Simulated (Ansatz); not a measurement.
# MnRuN2: the cost of one run

Method: DFT PBE, scalar-relativistic, plane waves, PAW, unless a step names another level, in Ansatz 0.2.0.

4 further runs of the same task are left out: 3 that didn't finish, 1 set aside as unsound or not needed.

**1. The starting structure**

Symmetry: P-4m2, No. 115, tetragonal system. The conventional cell has a = 3.009 Å, b = 3.009 Å, c = 4.679 Å, α = 90.00°, β = 90.00°, γ = 90.00°. Mn (site symmetry -4m2) has 4 N at 1.82 Å as nearest neighbours. Ru (site symmetry -4m2) is surrounded by 4 N at 2.00 Å. Around N (site symmetry 2mm) lie 2 Mn at 1.82 Å and 2 Ru at 2.00 Å.

Structure file:

```cif
data_structure
_symmetry_space_group_name_H-M 'P-4m2'
_symmetry_Int_Tables_number 115
_cell_length_a 3.0086
_cell_length_b 3.0086
_cell_length_c 4.6786
_cell_angle_alpha 90.000
_cell_angle_beta 90.000
_cell_angle_gamma 90.000
_cell_volume 42.35
loop_
_atom_site_label
_atom_site_type_symbol
_atom_site_symmetry_multiplicity
_atom_site_Wyckoff_symbol
_atom_site_fract_x
_atom_site_fract_y
_atom_site_fract_z
_atom_site_occupancy
Mn1 Mn 1 a 0.00000 0.00000 0.00000 1
Ru1 Ru 1 c 0.50000 0.50000 0.50000 1
N1 N 2 g 0.00000 0.50000 0.21726 1
```

It came out lowest among 20 distinct ends of the trial cells. At a tolerance of 0.05 Å it has space group P-4m2 (No. 115). Site moments: 0.6 0.0 0.0 0.0 μB.

**2. Tight relaxation for the response runs, on the response runs' mesh and smearing**

Contents of input.yaml:

```yaml
crystal:
  lattice:
    - [3.0086373187, 0.0, 0.0]
    - [0.0, 3.0086373187, 0.0]
    - [0.0, 0.0, 4.6785772353]
  atoms:
    - { symbol: Mn, position: [0.0, 0.0, 0.0], spin: 0.61 }
    - { symbol: Ru, position: [0.5, 0.5, 0.5] }
    - { symbol: "N", position: [0.0, 0.5, 0.2172645761] }
    - { symbol: "N", position: [0.5, 0.0, 0.7827354239] }
basis:
  ecutwfc: 420
kpoints:
  mp_grid: { grid: [12, 12, 8] }
hamiltonian:
  xc: pbe
scf:
  occupations: { method: gaussian, width: 0.1 }
output:
  forces: true
  stress: true
  eigenvalues: true
  populations: true
magnetization:
  spin_polarized: true
relax:
  adjacent_minimum: "off"
  f_tol: 0.001
  max_steps: 60
  cell: { stress_tol: 0.01 }
```

Started as:

```bash
$ ansatz run input.yaml --threads 3 --pin off --max-ram 7680MiB --backend cpu --events-out ev --progress --plain --runs-dir out
```

Q: Estimate wall time and peak memory on 3 threads of Intel Xeon at 2.70GHz, shared host.

About 47 s, with a peak of 0.64 GiB.
